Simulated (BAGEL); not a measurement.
# AlSiH5SO (SMILES O[SiH]([AlH2])S) at 4 levels

Aim: a comparison of 4 runs (B3LYP/6-31G*, B3LYP/cc-pVDZ, PBE0/cc-pVDZ, RI-MP2/cc-pVDZ) of AlSiH5SO. 

Program for the calculation: BAGEL 1.2.2.

2 further runs of the same task are left out: 2 that didn't finish.

## 1. The structure to begin with

The species is AlSiH5SO (9 atoms), meant as a singlet with charge 0. SMILES: `O[SiH]([AlH2])S`. The shape is that of a PBE0-D4/def2-TZVP optimisation. This is one conformer, not always the lowest.

Bond lengths: O1–Si2 1.648 Å, Si2–Al3 2.399 Å, Si2–S4 2.325 Å, O1–H5 0.959 Å, Si2–H6 1.485 Å, Al3–H7 1.583 Å, Al3–H8 1.588 Å, S4–H9 1.345 Å. Some angles: O1–Si2–Al3 129.3°, O1–Si2–S4 110.0°, Al3–Si2–S4 63.7°, O1–Si2–H6 105.2°, Al3–Si2–H6 125.5°, S4–Si2–H6 99.2°, Si2–O1–H5 116.0°, Si2–Al3–H7 117.6°, Si2–Al3–H8 115.8°, Si2–S4–H9 93.3°.

## 2. A single-point energy at B3LYP/6-31G(d) (density fitting with qzvpp-jkfit, spherical functions) (run 1)

Input file input.json:

```json
{ "bagel" : [

{
  "title" : "molecule",
  "basis" : "6-31gs.json",
  "df_basis" : "qzvpp-jkfit",
  "angstrom" : true,
  "geometry" : [
    { "atom" : "O", "xyz" : [      -1.475600,      -1.269400,       1.021900 ] },
    { "atom" : "Si", "xyz" : [      -1.055800,      -0.073100,      -0.030800 ] },
    { "atom" : "Al", "xyz" : [       0.910000,       1.301600,      -0.062400 ] },
    { "atom" : "S", "xyz" : [       0.680600,      -0.789900,      -1.400300 ] },
    { "atom" : "H", "xyz" : [      -1.019800,      -1.266100,       1.865700 ] },
    { "atom" : "H", "xyz" : [      -2.149400,      -0.036300,      -1.034900 ] },
    { "atom" : "H", "xyz" : [       0.913000,       2.556400,      -1.026800 ] },
    { "atom" : "H", "xyz" : [       1.991000,       0.986700,       1.057000 ] },
    { "atom" : "H", "xyz" : [       1.294300,      -1.456200,      -0.406600 ] }
  ]
},

{ "title" : "ks", "xc_func" : "b3lyp" },

{ "title" : "print", "file" : "orbitals.molden", "orbitals" : true }

]}
```

The basis set 6-31G* is read from a file made from the Basis Set Exchange's data (not shown).

Launch:

```
$ BAGEL_NUM_THREADS=1 BAGEL input.json > input.out
```

Output:

```text
* using 1 threads per process

  ===============================================================
  ===============================================================

  *** Geometry ***

  { "atom" : "O", "xyz" : [     -2.788480,     -2.398818,      1.931111 ] },
  { "atom" : "Si", "xyz" : [     -1.995173,     -0.138139,     -0.058204 ] },
  { "atom" : "Al", "xyz" : [      1.719651,      2.459668,     -0.117919 ] },
[... 5 lines of this table left out ...]
  { "atom" : "H", "xyz" : [      2.445873,     -2.751819,     -0.768363 ] },

  Number of auxiliary basis functions:      551

  Since a DF basis is specified, we compute 2- and 3-index integrals:
    o Being stored without compression. Storage requirement is 0.027 GB

  Number of basis functions:       78
  Number of electrons      :       56

    * METHOD: MOLECULE                             0.34

  *** Kohn-Sham DFT ***

    * Removing 16653 points whose weight is below 1.00e-10
    * Grid points: 117501

  === Nuclear Repulsion ===
   264.4731937594

       - DIIS with orbital gradients will be used.

  === KS iteration (b3lyp / 6-31gs.json) ===
      0       -983.19879633          0.12664408           0.49
      1       -977.97348465          0.10906107           0.45
      2       -932.11653881          0.17528218           0.45
[... 15 lines of this table left out ...]
     18      -1008.38552263          0.00000001           0.46
    * SCF iteration converged.

    * Permanent dipole moment:
           (    0.027539,     0.252291,    -0.761332) a.u.

    * METHOD: KS                                   9.19

    * METHOD: PRINT                                0.02

  ===============================================================
```

Wall time 9.9 s (1 thread of Arm Neoverse V1, shared host); peak memory 0.47 GiB.

## 3. A single-point energy at B3LYP/cc-pVDZ (density fitting with qzvpp-jkfit) (run 2)

Input file job.json:

```json
{ "bagel": [

{
  "title": "molecule",
  "basis": "cc-pvdz.json",
  "df_basis": "qzvpp-jkfit",
  "angstrom": true,
  "geometry": [
    { "atom": "O", "xyz": [   -1.475600,   -1.269400,    1.021900 ] },
    { "atom": "Si", "xyz": [   -1.055800,   -0.073100,   -0.030800 ] },
    { "atom": "Al", "xyz": [    0.910000,    1.301600,   -0.062400 ] },
    { "atom": "S", "xyz": [    0.680600,   -0.789900,   -1.400300 ] },
    { "atom": "H", "xyz": [   -1.019800,   -1.266100,    1.865700 ] },
    { "atom": "H", "xyz": [   -2.149400,   -0.036300,   -1.034900 ] },
    { "atom": "H", "xyz": [    0.913000,    2.556400,   -1.026800 ] },
    { "atom": "H", "xyz": [    1.991000,    0.986700,    1.057000 ] },
    { "atom": "H", "xyz": [    1.294300,   -1.456200,   -0.406600 ] }
  ]
},
{ "title": "ks", "xc_func": "b3lyp" },
{ "title": "print", "file": "orbitals.molden", "orbitals": true }

]}
```

The basis set cc-pVDZ is read from a file made from the Basis Set Exchange's data (not shown).

Launch:

```
$ BAGEL_NUM_THREADS=1 BAGEL job.json > job.out
```

Output:

```text
* using 1 threads per process

  ===============================================================
  ===============================================================

  *** Geometry ***

  { "atom" : "O", "xyz" : [     -2.788480,     -2.398818,      1.931111 ] },
  { "atom" : "Si", "xyz" : [     -1.995173,     -0.138139,     -0.058204 ] },
  { "atom" : "Al", "xyz" : [      1.719651,      2.459668,     -0.117919 ] },
[... 5 lines of this table left out ...]
  { "atom" : "H", "xyz" : [      2.445873,     -2.751819,     -0.768363 ] },

  Number of auxiliary basis functions:      551

  Since a DF basis is specified, we compute 2- and 3-index integrals:
    o Being stored without compression. Storage requirement is 0.038 GB

  Number of basis functions:       93
  Number of electrons      :       56

    * METHOD: MOLECULE                             0.34

  *** Kohn-Sham DFT ***

    * Removing 16653 points whose weight is below 1.00e-10
    * Grid points: 117501

  === Nuclear Repulsion ===
   264.4731937594

       - DIIS with orbital gradients will be used.

  === KS iteration (b3lyp / cc-pvdz.json) ===
      0       -985.61716543          0.08759934           0.58
      1       -974.29741925          0.12335131           0.55
      2       -934.02425839          0.13096501           0.56
[... 16 lines of this table left out ...]
     19      -1008.44823286          0.00000001           0.56
    * SCF iteration converged.

    * Permanent dipole moment:
           (    0.030716,     0.347044,    -0.649835) a.u.

    * METHOD: KS                                  12.01

    * METHOD: PRINT                                0.02

  ===============================================================
```

Run time: 13 s. Hardware: 1 thread of Arm Neoverse V1, shared host; peak memory 0.54 GiB.

Run 3 isn't shown in full; the table further down has it.

## 4. A single-point energy at RI-MP2/cc-pVDZ (density fitting with qzvpp-jkfit) (run 4)

Input file input.json:

```json
{ "bagel": [

{
  "title": "molecule",
  "basis": "cc-pvdz.json",
  "df_basis": "qzvpp-jkfit",
  "angstrom": true,
  "geometry": [
    { "atom": "O", "xyz": [   -1.475600,   -1.269400,    1.021900 ] },
    { "atom": "Si", "xyz": [   -1.055800,   -0.073100,   -0.030800 ] },
    { "atom": "Al", "xyz": [    0.910000,    1.301600,   -0.062400 ] },
    { "atom": "S", "xyz": [    0.680600,   -0.789900,   -1.400300 ] },
    { "atom": "H", "xyz": [   -1.019800,   -1.266100,    1.865700 ] },
    { "atom": "H", "xyz": [   -2.149400,   -0.036300,   -1.034900 ] },
    { "atom": "H", "xyz": [    0.913000,    2.556400,   -1.026800 ] },
    { "atom": "H", "xyz": [    1.991000,    0.986700,    1.057000 ] },
    { "atom": "H", "xyz": [    1.294300,   -1.456200,   -0.406600 ] }
  ]
},
{
  "title": "hf"
},
{
  "title": "mp2",
  "ncore": 16
}

]}
```

The basis set cc-pVDZ is read from a file made from the Basis Set Exchange's data (not shown).

Launch:

```
$ BAGEL_NUM_THREADS=1 BAGEL input.json > input.out
```

Output:

```text
* using 1 threads per process

  ===============================================================
  ===============================================================

  *** Geometry ***

  { "atom" : "O", "xyz" : [     -2.788480,     -2.398818,      1.931111 ] },
  { "atom" : "Si", "xyz" : [     -1.995173,     -0.138139,     -0.058204 ] },
  { "atom" : "Al", "xyz" : [      1.719651,      2.459668,     -0.117919 ] },
[... 5 lines of this table left out ...]
  { "atom" : "H", "xyz" : [      2.445873,     -2.751819,     -0.768363 ] },

[... 23 lines left out ...]
    * SCF iteration converged.
[... 1 line left out ...]
    * Permanent dipole moment:
[... 2 lines left out ...]
    * METHOD: HF                                   2.03

  *** RHF ***

  === Nuclear Repulsion ===
   264.4731937594

      * DIIS with orbital gradients will be used.

  === RHF iteration (cc-pvdz.json) ===
      0      -1006.20446771          0.00000000           0.12
    * SCF iteration converged.

    * Permanent dipole moment:
           (    0.040140,     0.178822,    -0.730449) a.u.

  === DF-MP2 calculation ===

    * freezing 16 orbitals
    * 3-index integral transformation done
    * assembly done

      MP2 correlation energy:   -0.4905588611      0.05

      MP2 total energy:       -1006.6950265747

    * METHOD: MP2                                  0.32

  ===============================================================
```

Wall time 2.9 s (1 thread of Arm Neoverse V1, shared host); peak memory 0.15 GiB.

## 5. The series

| run | level | frozen core orbitals | energy (Eh) | dipole moment (D) | HOMO energy (eV) | LUMO energy (eV) | wall time |
| --- | --- | --- | --- | --- | --- | --- | --- |
| 1 | B3LYP/6-31G* (density fitting with qzvpp-jkfit, spherical functions) | – | -1008.385523 | 2.04 | -6.60 | -0.58 | 9.9 s |
| 2 | B3LYP/cc-pVDZ (density fitting with qzvpp-jkfit) | – | -1008.448233 | 1.87 | -6.56 | -0.50 | 13 s |
| 3 | PBE0/cc-pVDZ (density fitting with qzvpp-jkfit) | – | -1007.935932 | 1.91 | -6.78 | -0.39 | 12 s |
| 4 | RI-MP2/cc-pVDZ (density fitting with qzvpp-jkfit) | 16 | -1006.695027 | – | – | – | 2.9 s |

## 6. Results

```
                                           quantity           value
                                run 4: total energy  -1006.69503 Eh
run 4: correlation energy (16 core orbitals frozen)      -490.6 mEh
```

**Reading.** Over runs 1, 2, 3 the dipole moment (its size) runs from 1.87 D (B3LYP/cc-pVDZ) to 2.04 D (B3LYP/6-31G*). Over runs 1, 2, 3 the HOMO–LUMO gap runs from 6.03 eV (B3LYP/6-31G*) to 6.39 eV (PBE0/cc-pVDZ). The two ends differ in method and basis. Totals of different functionals can't be ranked against each other. All runs together took 38 s, the longest 13 s.
